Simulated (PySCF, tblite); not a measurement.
# C7H10OSi: geometry, infrared bands and NMR shifts

What infrared bands and NMR shifts should C7H10OSi (`C#C[C@@H]1[C@H](C=C)C[Si@@H]1O`) show?

The runs use tblite 0.8.0 and PySCF 2.14.0, with density-fitted response routines of our own; the level of theory stands in each step. All values are computed, except where a source is named. Atoms are numbered from 0 throughout.

## 1. Starting geometry

19 atoms, charge 0, multiplicity 1; geometry from: force field or distance geometry start.

Bonds of the start (Å): C0–C1 1.21, C1–C2 1.44, C2–C3 1.59, C3–C4 1.50, C4–C5 1.34, C3–C6 1.58, C6–Si7 1.89, Si7–O8 1.65, Si7–C2 1.91, C0–H9 1.07, C2–H10 1.10, C3–H11 1.09, C4–H12 1.09, C5–H13 1.09, C5–H14 1.08, C6–H15 1.08, C6–H16 1.10, Si7–H17 1.48, O8–H18 0.98.

## 2. Geometry optimisation with GFN2-xTB

Job settings and geometry (Å):

```
{"job": {"kind": "relax", "xc": "GFN2-xTB", "basis": "xTB"}, "charge": 0, "multiplicity": 1}
C      0.097000     1.110600     2.568700
C      0.213500     1.034500     1.368600
C      0.367400     0.941900    -0.061700
C     -0.388200    -0.230800    -0.826900
C     -1.714700    -0.634400    -0.248500
C     -2.822700     0.039600    -0.603400
C      0.746300    -1.303800    -0.593700
Si     2.002900     0.112900    -0.600000
O      3.212700     0.025800     0.518700
H     -0.044800     1.191000     3.629200
H      0.217100     1.912900    -0.559200
H     -0.512000    -0.023600    -1.893600
H     -1.776200    -1.463600     0.450100
H     -2.786300     0.879300    -1.290700
H     -3.787100    -0.229500    -0.189100
H      0.856200    -2.037100    -1.382100
H      0.715000    -1.828300     0.373800
H      2.465300     0.486900    -1.957000
H      2.928800     0.025100     1.454200
```

On the command line:

```
$ OMP_NUM_THREADS=1 python probes_run.py task.json out
```

The driver reads the jobs from task.json and runs them one after another.

**Question.** This job is followed by: GFN2-xTB harmonic vibrations, gas phase; GIAO PBE0/pcSseg-1 NMR shielding, non-relativistic, gas phase. Predict these results of the whole session: strongest single infrared mode (GFN2-xTB); zero-point energy (GFN2-xTB); 13C shifts against TMS (PBE0/pcSseg-1); 1H shifts against TMS (PBE0/pcSseg-1); 29Si shifts against TMS (PBE0/pcSseg-1); 17O shifts against H2O (PBE0/pcSseg-1).

As calculated:

| quantity | value |
| --- | --- |
| strongest single infrared mode (GFN2-xTB) | 812 cm⁻¹, 353 km/mol |
| zero-point energy (GFN2-xTB) | 90.5 kcal/mol |
| 13C shifts against TMS (PBE0/pcSseg-1) | 152.3, 119.2, 86.2, 80.4, 36.5, 33.5, 32.4 ppm |
| 1H shifts against TMS (PBE0/pcSseg-1) | 6.50, 5.24, 5.22, 5.08, 2.90, 2.90, 2.40, 1.89, 1.81, 1.59 ppm |
| 29Si shifts against TMS (PBE0/pcSseg-1) | -16.4 ppm |
| 17O shifts against H2O (PBE0/pcSseg-1) | 39.2 ppm |

**Reading.** The optimisation took 103 steps and gained 0.443 eV; among the close pairs (by a distance rule), Si7–H17 changed most, from 1.482 to 1.451 Å. No mode is imaginary among the 51: a minimum at this level. The strongest single mode, at 812 cm⁻¹, moves mainly H18. GFN2-xTB is a fitted tight-binding method: band positions and strengths are rough. Its intensities can rank the bands wrongly. The most deshielded carbon is C4 (alkene CH), at 152.3 ppm: the olefinic region. H12 (hydrogen on an alkene CH) lies farthest downfield among hydrogen, at 6.50 ppm; attached to an sp2 carbon and in the plane of the double bond. At PBE0/pcSseg-1: The widest tensor belongs to C1: span 293 ppm, with a paramagnetic part of -159 ppm.
